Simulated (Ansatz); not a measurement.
# ClH₂InS (SMILES [SH][InH][Cl]): one structure at several levels

An exercise on one series of results from a longer session: the logs are not shown, and one member is left open.

Method: single points in def2-TZVPP; program: Ansatz 0.2.0, Gaussian basis.

Correlated methods freeze the cores. Filled d shells of the heavier atoms are correlated. Core potentials replace the inner electrons past krypton, and spin-orbit coupling is left out.

### The system as given

SMILES `[SH][InH][Cl]`, 5 atoms, charge 0, spin multiplicity 1.

Atoms are counted from 1 here; the program's logs count them from 0.

Bond lengths: S1–In2 2.417 Å, S1–H4 1.347 Å, In2–Cl3 2.279 Å, In2–H5 1.712 Å. Angles: In2–S1–H4 90.0°, S1–In2–Cl3 109.7°, S1–In2–H5 129.9°, Cl3–In2–H5 120.3°.

As a file:

```xyz
5

S    -1.0962   -1.1331    0.9949
In    0.5977   -0.1248   -0.4035
Cl    0.1985    2.1100   -0.6068
H    -1.7217    0.0556    1.0957
H     1.9705   -0.8289   -1.1461
```

The first run:

run/in.yaml

```yaml
crystal:
  periodic: [false, false, false]
  atoms:
    - {symbol: S, position_ang: [-1.096200, -1.133100, 0.994900]}
    - {symbol: In, position_ang: [0.597700, -0.124800, -0.403500]}
    - {symbol: Cl, position_ang: [0.198500, 2.110000, -0.606800]}
    - {symbol: H, position_ang: [-1.721700, 0.055600, 1.095700]}
    - {symbol: H, position_ang: [1.970500, -0.828900, -1.146100]}
basis:
  gaussian: {orbitals: def2-TZVPP}
correlation: {method: ccsd_t}
output: {forces: true}
```

The command line of these runs was not kept.

Steps of the session up to this table: CCSD(T)/def2-TZVPP; PBE0-D4/def2-TZVPP; wB97M-V/def2-TZVPP; r2SCAN-D4/def2-TZVPP; PBE-D4/def2-TZVPP; r2SCAN0-D4/def2-TZVPP; revPBE-D4/def2-TZVPP.

One table of the session follows, with a row left open; its other results are not shown here.

```
    method  RMS force component (eV/Å)  angle to CCSD(T) forces (°)  dipole (D)
   CCSD(T)                       0.381                    reference        1.56
   PBE0-D4                           ?                            ?           ?
   wB97M-V                       0.393                          4.9        1.59
 r2SCAN-D4                       0.380                          5.5        1.51
    PBE-D4                       0.410                         23.2        1.42
r2SCAN0-D4                       0.382                         10.0        1.61
 revPBE-D4                       0.439                         27.0        1.42
```

Q: Estimate the row for PBE0-D4 from the others.

**Answer.** RMS force component (eV/Å): 0.371; angle to CCSD(T) forces (°): 3.9; dipole (D): 1.55. In the column «RMS force component (eV/Å)» it is the lowest.
